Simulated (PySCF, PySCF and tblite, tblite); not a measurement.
# C₃HF₇: conformers and averaged spectra, part 2 of 2

PySCF and tblite. Atoms count from 0. The steps go on from the part before.

## Step 5: The ensemble: properties at CAM-B3LYP/pcSseg-1 in dimethylsulfoxide

The job: settings as JSON, then the geometry in Å.

```
{"job": {"study": "conf", "smiles": "FC(F)C(F)(F)C(F)(F)F", "search": {"seed": 9496, "n_embed": 60, "ff_keep": 14, "window": 3.0, "nmax": 10, "temps": [250, 273.15, 298.15, 323.15, 373.15], "t_ref": 298.15, "order": 0.002}, "level": {"nmr": {"xc": "CAM-B3LYP", "basis": "pcSseg-1", "solvent": "dimethylsulfoxide"}}, "kind": "conf"}, "charge": 0, "multiplicity": 1}
F      1.239762    -1.541661    -0.404833
C      1.323018    -0.256475    -0.035723
F      1.611577     0.466318    -1.126221
C     -0.022676     0.211879     0.574233
F      0.100391     1.496446     0.962320
F     -0.270888    -0.510141     1.684609
C     -1.245694     0.094243    -0.381760
F     -2.347824     0.521684     0.224989
F     -1.069803     0.826583    -1.475715
F     -1.443862    -1.165822    -0.751827
H      2.131425    -0.140384     0.703966
```

Log:

```text
conformer  sym    E(xTB)   E(DFT)   G(298.15 K)  weight  dipole/D
    1     Cs      0.000    0.000    0.000   0.8839    2.021
    2     C1      0.743    1.041    1.203   0.1161    1.788

mean shielding (ppm) by class
class atoms           250 K   273.15 K   298.15 K   323.15 K   373.15 K
  0 F  0,2          329.341    329.432    329.527    329.617     329.78
  1 C  1             65.581     65.586     65.591     65.596     65.604
  2 C  3             66.506     66.488     66.469     66.451     66.419
  3 F  4,5          320.053    320.132    320.214    320.291    320.432
  4 C  6             55.404     55.399     55.395     55.391     55.383
  5 F  7,8,9         267.29    267.331    267.373    267.413    267.485
  6 H  10            24.953     24.953     24.953     24.953     24.954
```

It took 56 s on 1 thread of Arm Neoverse V2, shared host. This counts the runs that the step sums up.

The search (ETKDG and KDG, MMFF94s, GFN2-xTB) embedded 60 structures, kept 2 distinct ones after the force field and 2 after xTB; 2 were carried on (window 3.0 kcal/mol at the search's own energies). Energies: CAM-B3LYP/pcSseg-1 in dimethylsulfoxide with D3(BJ).

The conformers at 298 K:

| no. | group | mirror pair | ΔE xTB | ΔE DFT | ΔG | weight (%) | μ (D) | F0–C1–C3–F4 (°) | A, B, C (GHz) |
| --- | --- | --- | --- | --- | --- | --- | --- | --- | --- |
| 1 | Cs | no | 0.00 | 0.00 | 0.00 | 88.4 | 2.02 | 179 | 1.73, 1.20, 1.13 |
| 2 | C1 | yes | 0.74 | 1.04 | 1.20 | 11.6 | 1.79 | 77 | 1.95, 1.15, 0.98 |

Energies in kcal/mol. ΔG holds xTB vibrations and rotation, symmetry numbers and mirror pairs.

Weights (%) by temperature:

| no. | 250 K | 273 K | 298 K | 323 K | 373 K |
| --- | --- | --- | --- | --- | --- |
| 1 | 91.5 | 90.0 | 88.4 | 86.9 | 84.2 |
| 2 | 8.5 | 10.0 | 11.6 | 13.1 | 15.8 |

Other ways of weighting, at the same temperature:

| scheme | 1 | 2 | mean μ (D) |
| --- | --- | --- | --- |
| DFT free energy | 88 | 12 | 1.99 |
| DFT energy, symmetry counted | 74 | 26 | 1.96 |
| DFT energy alone | 85 | 15 | 1.99 |
| xTB energy, symmetry counted | 64 | 36 | 1.94 |
| xTB free energy | 82 | 18 | 1.98 |
| lowest conformer only | 100 | 0 | 2.02 |
| equal weights | 50 | 50 | 1.91 |

Shifts against references run at the same level (¹H TMS 31.76, ¹³C TMS 186.0 ppm of shielding), by class of atoms, at 298 K:

| atoms | environment | no. 1 | no. 2 | average |
| --- | --- | --- | --- | --- |
| C6 | CF3 carbon | 130.6 | 130.9 | 130.6 |
| C1 | sp3 CH bonded to 2 F | 120.5 | 120.1 | 120.4 |
| C3 | fully substituted sp3 carbon bonded to 2 F | 119.4 | 120.6 | 119.5 |
| H10 | hydrogen on an sp3 CH bonded to 2 F | 6.80 | 6.79 | 6.80 |
| F7, F8, F9 | fluorine of a CF3 group | 267.1 (σ) | 269.7 (σ) | 267.4 (σ) |
| F4, F5 | fluorine of a CF2 group | 319.6 (σ) | 324.8 (σ) | 320.2 (σ) |
| F0, F2 | fluorine of a CF2 group | 328.8 (σ) | 334.9 (σ) | 329.5 (σ) |

## Step 6: Shieldings, conformer 1: B3LYP/pcSseg-1

The job: settings as JSON, then the geometry in Å.

```
{"job": {"xc": "B3LYP", "basis": "pcSseg-1", "kind": "nmr", "pop": false}, "charge": 0, "multiplicity": 1}
F      1.239762    -1.541661    -0.404833
C      1.323018    -0.256475    -0.035723
F      1.611577     0.466318    -1.126221
C     -0.022676     0.211879     0.574233
F      0.100391     1.496446     0.962320
F     -0.270888    -0.510141     1.684609
C     -1.245694     0.094243    -0.381760
F     -2.347824     0.521684     0.224989
F     -1.069803     0.826583    -1.475715
F     -1.443862    -1.165822    -0.751827
H      2.131425    -0.140384     0.703966
```

Log:

```text
coarse grid: 11480 points
cycle   1  E = -813.3664961914  dE =  1.778e+00  |g| = 1.353e+00  |ddm| = 2.875e+00
cycle   2  E = -812.8259142521  dE =  5.406e-01  |g| = 2.361e+00  |ddm| = 1.819e+00
cycle   3  E = -813.6559846870  dE = -8.301e-01  |g| = 6.693e-02  |ddm| = 1.192e+00
cycle   4  E = -813.6562398421  dE = -2.552e-04  |g| = 5.635e-02  |ddm| = 6.298e-02
cycle   5  E = -813.6567154396  dE = -4.756e-04  |g| = 1.150e-02  |ddm| = 3.163e-02
cycle   6  E = -813.6567322322  dE = -1.679e-05  |g| = 2.615e-03  |ddm| = 6.787e-03
cycle   7  E = -813.6567333985  dE = -1.166e-06  |g| = 5.929e-04  |ddm| = 1.985e-03
final grid: 120224 points
cycle   8  E = -813.7562514896  dE = -4.531e-05  |g| = 8.433e-03  |ddm| = 1.758e-02
cycle   9  E = -813.7562369456  dE =  1.454e-05  |g| = 1.315e-02  |ddm| = 1.032e-02
cycle  10  E = -813.7562616044  dE = -2.466e-05  |g| = 3.933e-04  |ddm| = 6.206e-03
cycle  11  E = -813.7562616259  dE = -2.150e-08  |g| = 1.785e-04  |ddm| = 3.638e-04
cycle  12  E = -813.7562616306  dE = -4.727e-09  |g| = 6.309e-05  |ddm| = 1.225e-04
cycle  13  E = -813.7562616312  dE = -5.400e-10  |g| = 1.285e-05  |ddm| = 3.826e-05
converged SCF energy = -813.7562616312

GIAO shielding tensors (ppm)
atom      isotropic    diamagn.    paramagn.     s11        s22        s33       span
  0 F      317.130     472.808    -155.679    220.325    337.784    393.280    172.954
  1 C       62.459     238.006    -175.547     47.619     69.856     69.903     22.284
  2 F      317.055     472.799    -155.744    220.248    337.730    393.187    172.939
  3 C       63.599     243.968    -180.369     46.287     69.579     74.931     28.644
  4 F      312.643     472.690    -160.047    218.290    355.825    363.815    145.524
  5 F      312.646     472.697    -160.051    218.222    355.918    363.798    145.577
  6 C       52.196     240.493    -188.297     41.064     55.651     59.872     18.808
  7 F      263.099     470.539    -207.441    187.251    252.797    349.248    161.998
  8 F      259.058     473.283    -214.226    185.421    256.852    334.901    149.480
  9 F      259.035     473.273    -214.238    185.328    256.866    334.912    149.585
 10 H       25.501      26.270      -0.770     23.410     24.142     28.950      5.541
```

Run time: 19 s. Hardware: 1 thread of Arm Neoverse V2, shared host; peak memory 0.89 GiB.

Key values: HOMO -10.04 eV, LUMO 0.76 eV; dipole 1.59 D.

## Step 7: Shieldings, conformer 2: B3LYP/pcSseg-1

The job: settings as JSON, then the geometry in Å.

```
{"job": {"xc": "B3LYP", "basis": "pcSseg-1", "kind": "nmr", "pop": false}, "charge": 0, "multiplicity": 1}
F      2.409478    -0.049769     0.262934
C      1.195649    -0.552022     0.010029
F      0.873999    -1.373076     1.021402
C      0.159621     0.598079    -0.097193
F      0.295030     1.190794    -1.302728
F      0.369057     1.540396     0.833981
C     -1.300700     0.070214     0.024864
F     -1.451144    -1.021354    -0.731684
F     -1.600632    -0.249726     1.274784
F     -2.172729     0.976815    -0.393009
H      1.227795    -1.127680    -0.929343
```

Log:

```text
coarse grid: 11480 points
cycle   1  E = -813.3645177899  dE =  1.782e+00  |g| = 1.355e+00  |ddm| = 2.886e+00
cycle   2  E = -812.8014715989  dE =  5.630e-01  |g| = 2.393e+00  |ddm| = 1.840e+00
cycle   3  E = -813.6550704096  dE = -8.536e-01  |g| = 7.471e-02  |ddm| = 1.212e+00
cycle   4  E = -813.6553146869  dE = -2.443e-04  |g| = 6.656e-02  |ddm| = 7.264e-02
cycle   5  E = -813.6559564408  dE = -6.418e-04  |g| = 1.173e-02  |ddm| = 3.777e-02
cycle   6  E = -813.6559740451  dE = -1.760e-05  |g| = 2.776e-03  |ddm| = 7.078e-03
cycle   7  E = -813.6559753388  dE = -1.294e-06  |g| = 7.347e-04  |ddm| = 1.983e-03
final grid: 120224 points
cycle   8  E = -813.7548914146  dE = -4.503e-05  |g| = 7.906e-03  |ddm| = 1.811e-02
cycle   9  E = -813.7548785701  dE =  1.284e-05  |g| = 1.233e-02  |ddm| = 9.806e-03
cycle  10  E = -813.7549003947  dE = -2.182e-05  |g| = 4.298e-04  |ddm| = 5.895e-03
cycle  11  E = -813.7549004202  dE = -2.553e-08  |g| = 2.112e-04  |ddm| = 4.418e-04
cycle  12  E = -813.7549004265  dE = -6.249e-09  |g| = 6.552e-05  |ddm| = 1.376e-04
cycle  13  E = -813.7549004270  dE = -5.750e-10  |g| = 1.449e-05  |ddm| = 4.232e-05
converged SCF energy = -813.7549004270

GIAO shielding tensors (ppm)
atom      isotropic    diamagn.    paramagn.     s11        s22        s33       span
  0 F      327.489     468.766    -141.277    224.383    338.234    419.850    195.467
  1 C       62.950     239.015    -176.065     47.146     65.138     76.567     29.421
  2 F      318.964     472.760    -153.797    218.228    335.936    402.728    184.501
  3 C       62.475     243.154    -180.679     48.085     65.341     73.998     25.913
  4 F      310.675     472.317    -161.643    216.070    341.274    374.681    158.610
  5 F      324.168     471.879    -147.711    230.787    350.188    391.529    160.742
  6 C       51.790     241.783    -189.993     41.365     54.166     59.840     18.474
  7 F      265.556     474.235    -208.679    186.127    262.640    347.900    161.774
  8 F      259.634     472.556    -212.921    184.671    261.803    332.428    147.757
  9 F      267.176     470.246    -203.070    191.705    263.483    346.339    154.634
 10 H       25.448      27.547      -2.099     23.347     25.160     27.837      4.490
```

Run time: 19 s. Hardware: 1 thread of Arm Neoverse V2, shared host; peak memory 0.89 GiB.

This run: HOMO -10.09 eV, LUMO 0.69 eV; dipole 1.37 D.

## Step 8: Averages: properties at B3LYP/pcSseg-1

The job: settings as JSON, then the geometry in Å.

```
{"job": {"study": "conf", "smiles": "FC(F)C(F)(F)C(F)(F)F", "search": {"seed": 9496, "n_embed": 60, "ff_keep": 14, "window": 3.0, "nmax": 10, "temps": [250, 273.15, 298.15, 323.15, 373.15], "t_ref": 298.15, "order": 0.002}, "level": {"nmr": {"xc": "B3LYP", "basis": "pcSseg-1"}, "change": "B3LYP/pcSseg-1", "top": 4}, "kind": "conf"}, "charge": 0, "multiplicity": 1}
F      1.239762    -1.541661    -0.404833
C      1.323018    -0.256475    -0.035723
F      1.611577     0.466318    -1.126221
C     -0.022676     0.211879     0.574233
F      0.100391     1.496446     0.962320
F     -0.270888    -0.510141     1.684609
C     -1.245694     0.094243    -0.381760
F     -2.347824     0.521684     0.224989
F     -1.069803     0.826583    -1.475715
F     -1.443862    -1.165822    -0.751827
H      2.131425    -0.140384     0.703966
```

Log:

```text
conformer  sym    E(xTB)   E(DFT)   G(298.15 K)  weight  dipole/D
    1     Cs      0.000    0.000    0.000   0.8479    1.587
    2     C1      0.743    0.857    1.018   0.1521    1.367

mean shielding (ppm) by class
class atoms           250 K   273.15 K   298.15 K   323.15 K   373.15 K
  0 F  0,2          317.823    317.924    318.025    318.118    318.281
  1 C  1             62.518     62.526     62.534     62.541     62.554
  2 C  3             63.465     63.447     63.428     63.411     63.381
  3 F  4,5          313.214    313.292    313.371    313.443     313.57
  4 C  6             52.147     52.141     52.134     52.128     52.117
  5 F  7,8,9        260.841    260.902    260.964     261.02    261.119
  6 H  10            25.494     25.493     25.493     25.492      25.49
```

It took 38 s on 1 thread of Arm Neoverse V2, shared host. This counts the runs that the step sums up.

Against the first level, at 298 K (shieldings, ppm; largest changes first):

| atoms | CAM-B3LYP/pcSseg-1 in dimethylsulfoxide | B3LYP/pcSseg-1 | change |
| --- | --- | --- | --- |
| F0, F2 | 329.5 | 318.0 | -11.5 |
| F4, F5 | 320.2 | 313.4 | -6.8 |
| F7, F8, F9 | 267.4 | 261.0 | -6.4 |
| C6 | 55.4 | 52.1 | -3.3 |
| C1 | 65.6 | 62.5 | -3.1 |
| C3 | 66.5 | 63.4 | -3.0 |
| H10 | 24.95 | 25.49 | +0.54 |

Weights: from CAM-B3LYP/pcSseg-1 in dimethylsulfoxide energies 1: 88 %, 2: 12 %; from B3LYP/pcSseg-1 energies 1: 85 %, 2: 15 % (with a dispersion term where the level has one and the same thermal terms, so they don't follow from the SCF energies alone). Times: 56 s and 38 s.

## Step 9: Results

This closing draws on all 2 parts.

```
                                                     quantity                                                value
                                                   conformers  2; the first in weight is no. 1 (Cs), 88 % at 298 K
                                      root-mean-square dipole                                               2.00 D
averaged ¹³C shifts (CAM-B3LYP/pcSseg-1 in dimethylsulfoxide)                              130.6, 120.4, 119.5 ppm
 averaged ¹H shifts (CAM-B3LYP/pcSseg-1 in dimethylsulfoxide)                                             6.80 ppm
```

**Reading.** Conformer 1 leads with 88 % at 298 K, and its share goes from 91 % at 250 K to 84 % at 373 K. Among conformers over 5 %, C3 differs by 1.2 ppm, while the average moves by 0.1 ppm from 250 to 373 K. Going from CAM-B3LYP/pcSseg-1 in dimethylsulfoxide to B3LYP/pcSseg-1 moves F0 most, by 11.5 ppm of raw shielding; the energies behind both averages, dispersion terms included where typed, rank the same conformer first.
